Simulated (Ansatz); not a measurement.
**YClF2: taking an electron away**

The task here is to estimate one member of a computed series from the others.

Method: unrestricted cation, the program's frozen cores in correlated methods; program: Ansatz 0.2.0, Gaussian basis.

Plan: UKS PBE-D4/def2-TZVPP; UKS r2SCAN-D4/def2-TZVPP; UKS PBE0-D4/def2-TZVPP; UKS B3LYP-D4/def2-TZVPP; UKS wB97X-V/def2-TZVPP; UKS wB97M-V/def2-TZVPP; UKS B2PLYP/def2-TZVPP; UHF-CCSD(T)/def2-TZVPP; UHF-MP2/def2-QZVPP; extrapolation to the limit; then −ε(HOMO) from the neutral's earlier runs with LDA (SPW92), PBE-D4, revPBE-D4, BLYP-D4, r2SCAN-D4, B97M-V, PBE0-D4, B3LYP-D4, r2SCANh-D4, r2SCAN0-D4, HSE06-D4, BHLYP-D4, CAM-B3LYP-D4, LC-ωPBE, ωB97X-V, ωB97M-V.

**Structure used throughout**

All runs share one geometry, relaxed beforehand with PBE0-D4 in a triple-zeta def2 set. Y takes the def2 core potential; no spin-orbit term is included.

4 atoms, charge 0, spin multiplicity 1.

Atoms are counted from 1 here; the program's logs count them from 0.

Bond lengths: F1–Y2 1.982 Å, Y2–F3 1.982 Å, Y2–Cl4 2.466 Å. Angles: F1–Y2–F3 117.5°, F1–Y2–Cl4 121.2°, F3–Y2–Cl4 121.2°.

Set-up of the first run:

in.yaml

```yaml
crystal:
  periodic: [false, false, false]
  atoms:
    - {symbol: F, position_ang: [-1.318062, -0.875811, 1.273588]}
    - {symbol: Y, position_ang: [0.040591, -0.080185, 0.069670]}
    - {symbol: F, position_ang: [1.938114, -0.555227, 0.389230]}
    - {symbol: Cl, position_ang: [-0.605143, 1.451023, -1.752788]}
basis:
  gaussian: {orbitals: def2-TZVPP}
total_charge: 1
magnetization: {spin_polarized: true, initial_magnetization: 1}
hamiltonian: {xc: pbe, dispersion: d4}
```

Run with:

```
> ansatz run in.yaml --threads 4 --pin off --events-out ev --progress --plain --max-ram 10444MiB
```

Among the steps run: Cation, UKS PBE-D4/def2-TZVPP; Cation, UKS r2SCAN-D4/def2-TZVPP; Cation, UKS PBE0-D4/def2-TZVPP; Cation, UKS B3LYP-D4/def2-TZVPP; Cation, UKS wB97X-V/def2-TZVPP; Cation, UKS wB97M-V/def2-TZVPP; Cation, UKS B2PLYP (frozen core)/def2-TZVPP; Cation, UHF-CCSD(T)/def2-TZVPP; Cation, UHF-MP2/def2-QZVPP.

One of the session's tables, all rows but one given; the rest of the session is left out.

For comparison, −ε(HOMO) of the neutral from earlier runs:

```
  functional  −ε(HOMO) (eV)
 LDA (SPW92)           7.74
      PBE-D4           7.55
   revPBE-D4           7.48
     BLYP-D4           7.40
   r2SCAN-D4           7.91
      B97M-V           7.96
     PBE0-D4           8.98
    B3LYP-D4           8.70
  r2SCANh-D4           8.44
  r2SCAN0-D4           9.22
    HSE06-D4              ?
    BHLYP-D4          10.26
CAM-B3LYP-D4          10.37
     LC-ωPBE          11.79
     ωB97X-V          11.41
     ωB97M-V          11.27
```

**Question.** Estimate the row for HSE06-D4.

**Answer.** −ε(HOMO) (eV): 8.57. In the column «−ε(HOMO) (eV)» it lies between r2SCANh-D4 (8.44) and B3LYP-D4 (8.70).
